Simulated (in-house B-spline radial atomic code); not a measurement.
# Cu⁷⁺: ionisation energy by several methods

Wanted: one ionisation energy, Cu⁷⁺ to configuration [Ar] 3d3, up the ladder of functionals.

Method: Dirac-Coulomb, several functionals; spherical all-electron atom at the radial basis limit. Code: in-house B-spline radial atomic code version 1.

## 1. The system

* element: copper (Z = 29)
* charge: +7
* electrons: 22
* configuration: [Ar] 3d4
* nucleus: Fermi, rms radius 3.882 fm

Outer shells as boxes (Hund's rule):

[Ar] 3d4
```
[Ar] core
3d [↑ ][↑ ][↑ ][↑ ][  ]
```

The boxes only draw the filling; these runs are spin-restricted and spherical.

## 2. LDA (PW92)

The run's settings:

```ini
Z = 29
electrons = 22.0
configuration = [Ar] 3d4
hamiltonian = dirac
method = lda,pw
spin_polarised = False
nucleus = fermi
rms_radius = 3.8823
mass_number = 63
atomic_mass = 62.929597119
speed_of_light = 137.035999084
```

## 3. LDA (VWN5)

The settings differ from step 2 so:

```diff
@@ -4,3 +4,3 @@
 hamiltonian = dirac
-method = lda,pw
+method = lda,vwn
 spin_polarised = False
```

## 4. PBEsol, a GGA

The settings differ from step 3 so:

```diff
@@ -4,3 +4,3 @@
 hamiltonian = dirac
-method = lda,vwn
+method = pbesol
 spin_polarised = False
```

## 5. RPBE, a GGA

The settings differ from step 4 so:

```diff
@@ -4,3 +4,3 @@
 hamiltonian = dirac
-method = pbesol
+method = rpbe,pbe
 spin_polarised = False
```

## 6. OLYP, a GGA

The settings differ from step 5 so:

```diff
@@ -4,3 +4,3 @@
 hamiltonian = dirac
-method = rpbe,pbe
+method = optx,lyp
 spin_polarised = False
```

## 7. PBE, a GGA

The settings differ from step 6 so:

```diff
@@ -4,3 +4,3 @@
 hamiltonian = dirac
-method = optx,lyp
+method = pbe,pbe
 spin_polarised = False
```

The tabulated ionisation energy is 166 ± 2.1 eV (tabulated theoretical; NIST Atomic Spectra Database). What does each method give, and which comes nearest?

The runs gave:

| method | rung | total energy (hartree) | ΔSCF (eV) | with Breit, QED, recoil (eV) | −ε highest (eV) | corrected ΔSCF less tabulated (eV) |
| --- | --- | --- | --- | --- | --- | --- |
| LDA (PW92) | LDA | -1635.4822 | 165.86 | 165.87 | 150.60 (3d5/2) | -0.13 |
| LDA (VWN5) | LDA | -1635.4922 | 165.87 | 165.88 | 150.61 (3d5/2) | -0.12 |
| PBEsol | GGA | -1636.8002 | 165.51 | 165.52 | 150.25 (3d5/2) | -0.48 |
| RPBE | GGA | -1638.3848 | 165.48 | 165.49 | 150.22 (3d5/2) | -0.51 |
| OLYP | GGA | -1638.8038 | 166.21 | 166.21 | 150.92 (3d5/2) | +0.21 |
| PBE | GGA | -1638.1497 | 165.56 | 165.57 | 150.30 (3d5/2) | -0.43 |

Tables give 166 ± 2.1 eV (tabulated theoretical; NIST Atomic Spectra Database) for the ionisation energy. LDA (VWN5) misses by -0.12 eV, the least, and RPBE by -0.51 eV (0.31 %), the most. The table's own uncertainty is as large as these misses, so the order means little. PBE is off by -0.43 eV. Open shells are averaged (over orientations, and over spins where the run is restricted), while tables refer to the lowest levels. For the semilocal functionals minus the highest level recovers only 91 % of their own ΔSCF value, a mark of self-interaction.

Members of this set that are not shown: 8 used exact exchange with fractional occupations of an open shell, which is unsound here.
